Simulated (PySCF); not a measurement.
**TaS₂⁻: a ladder of methods**

How much do the numbers for TaS₂⁻ (singlet) hang on the method? All levels run at one geometry, the PBE0 minimum.

The runs use PySCF 2.14.0; several methods, basis Ta def2-SVPD with ECP60, S def2-SVPD, scalar-relativistic core potentials, no spin–orbit coupling, density fitting.

### 1 The starting structure

3 atoms, charge -1, spin multiplicity 1.

Bond lengths: Ta1–S2 2.194 Å, Ta1–S3 2.194 Å. Angles: S2–Ta1–S3 117.1°.

Z-matrix (Å, degrees; charge -1 multiplicity 1):
```
Ta
S  1 2.1937
S  1 2.1937 2 117.05
```

### 2 PBE0

The steps are one call of a driver around PySCF; scf.py gives each level's set-up. Each SCF starts from the density of the minimum. The driver also runs the species with one electron less or more at the same geometry (one less: multiplicity 2); their logs are not shown.

Contents of scf.py:

```python
from pyscf import gto, scf, dft
mol = gto.M(atom='''
Ta     0.000009    -0.299473     0.000000
S     -0.000027     0.845925     1.870988
S     -0.000027     0.845925    -1.870988''',
    basis={'Ta': 'def2-SVPD', 'S': 'def2-SVPD'},
    ecp={'Ta': 'def2-SVPD'},
    charge=-1, spin=0)
mf = dft.RKS(mol, xc='PBE0')
mf.grids.atom_grid = (99, 590)
aux = {'Ta': 'def2-universal-JKFIT', 'S': 'def2-universal-JKFIT'}
mf = mf.density_fit(auxbasis=aux)
mf.kernel()
```

The program printed:

```text
init E= -852.976843792425
  HOMO = -0.0345954223166592  LUMO = 0.0618116005102611  gap/eV = 2.62337
cycle= 1 E= -852.976843792647  delta_E= -2.22e-10  |g|= 6.09e-06  |ddm|= 0.000109
  HOMO = -0.034594115530356  LUMO = 0.0618129868866381  gap/eV = 2.62337
Extra cycle  E= -852.976843792591  delta_E= 5.64e-11  |g|= 1.46e-05  |ddm|= 4.13e-05
converged SCF energy = -852.976843792591
```

This level, with the species of one electron less or more, needed 4 s of wall time on 4 threads, shared host.

* energy: -852.976844 Eh
* one electron less (charge +0): -852.897416 Eh (doublet, ⟨S²⟩ 0.78)
* Mulliken charge of Ta1: +0.21 e

### 3 HF

scf.py, as its differences from that of step 2:

```diff
@@ -9,2 +9 @@
-mf = dft.RKS(mol, xc='PBE0')
-mf.grids.atom_grid = (99, 590)
+mf = scf.RHF(mol)
```

The program printed, shortened:

```text
[... the frontier levels of the middle cycles are left out ...]
init E= -851.26456177175
  HOMO = -0.078002590380219  LUMO = 0.192013098243231  gap/eV = 7.34750
cycle= 1 E= -851.27987952882  delta_E= -0.0153  |g|= 0.165  |ddm|= 0.697
  HOMO = -0.136951927679336  LUMO = 0.140631798037913  gap/eV = 7.55344
cycle= 2 E= -851.278076678055  delta_E= 0.0018  |g|= 0.182  |ddm|= 0.77
  HOMO = -0.109386625473109  LUMO = 0.16928731506019  gap/eV = 7.58310
cycle= 3 E= -851.288495672818  delta_E= -0.0104  |g|= 0.019  |ddm|= 0.274
cycle= 4 E= -851.288840210845  delta_E= -0.000345  |g|= 0.00519  |ddm|= 0.198
cycle= 5 E= -851.288892674801  delta_E= -5.25e-05  |g|= 0.00261  |ddm|= 0.0808
cycle= 6 E= -851.288906756839  delta_E= -1.41e-05  |g|= 0.00124  |ddm|= 0.0388
cycle= 7 E= -851.28891025675  delta_E= -3.5e-06  |g|= 0.000633  |ddm|= 0.0135
cycle= 8 E= -851.288911561594  delta_E= -1.3e-06  |g|= 0.000362  |ddm|= 0.00538
cycle= 9 E= -851.288912058736  delta_E= -4.97e-07  |g|= 0.000205  |ddm|= 0.00345
cycle= 10 E= -851.288912258292  delta_E= -2e-07  |g|= 8.3e-05  |ddm|= 0.00275
cycle= 11 E= -851.288912286868  delta_E= -2.86e-08  |g|= 2.53e-05  |ddm|= 0.00119
cycle= 12 E= -851.288912288856  delta_E= -1.99e-09  |g|= 8.61e-06  |ddm|= 0.000278
cycle= 13 E= -851.288912289015  delta_E= -1.59e-10  |g|= 2.33e-06  |ddm|= 6.99e-05
  HOMO = -0.114295482907297  LUMO = 0.169413571602039  gap/eV = 7.72012
Extra cycle  E= -851.288912289024  delta_E= -9.78e-12  |g|= 1.47e-06  |ddm|= 9.75e-06
converged SCF energy = -851.288912289024
```

This level, with the species of one electron less or more, took 1.3 s.

```
energy                        : -851.288912 Eh
one electron less (charge +0) : -851.234026 Eh (doublet, ⟨S²⟩ 0.96)
Mulliken charge of Ta1        : +0.64 e
```

### 4 PBE

scf.py, as its differences from that of step 3:

```diff
@@ -9 +9,2 @@
-mf = scf.RHF(mol)
+mf = dft.RKS(mol, xc='PBE')
+mf.grids.atom_grid = (99, 590)
```

The program printed, shortened:

```text
[... the frontier levels of the middle cycles are left out ...]
init E= -852.96617724503
  HOMO = -0.00714385257032887  LUMO = 0.0240121599481104  gap/eV = 0.84780
cycle= 1 E= -852.951151954388  delta_E= 0.015  |g|= 0.244  |ddm|= 0.45
  HOMO = 0.0444237591106814  LUMO = 0.0922962918649534  gap/eV = 1.30268
cycle= 2 E= -852.646503038927  delta_E= 0.305  |g|= 0.913  |ddm|= 3.85
  HOMO = -0.00321368720596883  LUMO = 0.0300171557211209  gap/eV = 0.90426
cycle= 3 E= -852.966692122068  delta_E= -0.32  |g|= 0.0867  |ddm|=  3.5
cycle= 4 E= -852.968323050192  delta_E= -0.00163  |g|= 0.0534  |ddm|= 0.243
cycle= 5 E= -852.969060555487  delta_E= -0.000738  |g|= 0.0259  |ddm|= 0.17
cycle= 6 E= -852.9693404694  delta_E= -0.00028  |g|= 0.0037  |ddm|= 0.0882
cycle= 7 E= -852.969348279946  delta_E= -7.81e-06  |g|= 0.000555  |ddm|= 0.0167
cycle= 8 E= -852.969348434071  delta_E= -1.54e-07  |g|= 8.14e-05  |ddm|= 0.00297
cycle= 9 E= -852.969348435695  delta_E= -1.62e-09  |g|= 3.76e-05  |ddm|= 0.000195
cycle= 10 E= -852.969348436361  delta_E= -6.66e-10  |g|= 1.04e-05  |ddm|= 0.000137
  HOMO = 1.85764345386474e-05  LUMO = 0.0332224205964498  gap/eV = 0.90352
Extra cycle  E= -852.969348435922  delta_E= 4.38e-10  |g|= 3.47e-05  |ddm|= 6.71e-05
converged SCF energy = -852.969348435922
```

This level, with the species of one electron less or more, took 10 s.

- energy: -852.969348 Eh
- one electron less (charge +0): -852.892388 Eh (doublet, ⟨S²⟩ 0.77)
- Mulliken charge of Ta1: +0.03 e

The dipole of an ion depends on the origin, here the centre of mass.

### 5 The ladder

| level | vertical ionisation energy (eV) | −ε(HOMO) (eV) | gap (eV) | dipole (D) | wall time |
| --- | --- | --- | --- | --- | --- |
| PBE0 | 2.16 | 0.94 | 2.62 | 2.93 | 4 s |
| HF | 1.49 | 3.11 | 7.72 | 3.85 | 1.3 s |
| PBE | 2.09 | 0.00 | 0.90 | 2.59 | 10 s |

Times are for 4 threads, shared host; PBE0 starts from its own converged density, so its time is not comparable. A dash stands where a species or a free atom was not run at that level, or the quantity is not defined.

### 6 What came out

| quantity | value |
| --- | --- |
| vertical ionisation energy, range | 1.49 (HF) to 2.16 (PBE0) eV |
| orbital gap, range | 0.90 (PBE) to 7.72 (HF) eV |

In words: The vertical ionisation energy spreads over 0.67 eV, from HF to PBE0; without a CCSD(T) value for it there is no yardstick here. Spin polarisation would lower this closed shell, so its numbers describe a constrained state. Spin–orbit coupling, left out here, can matter for elements this heavy.
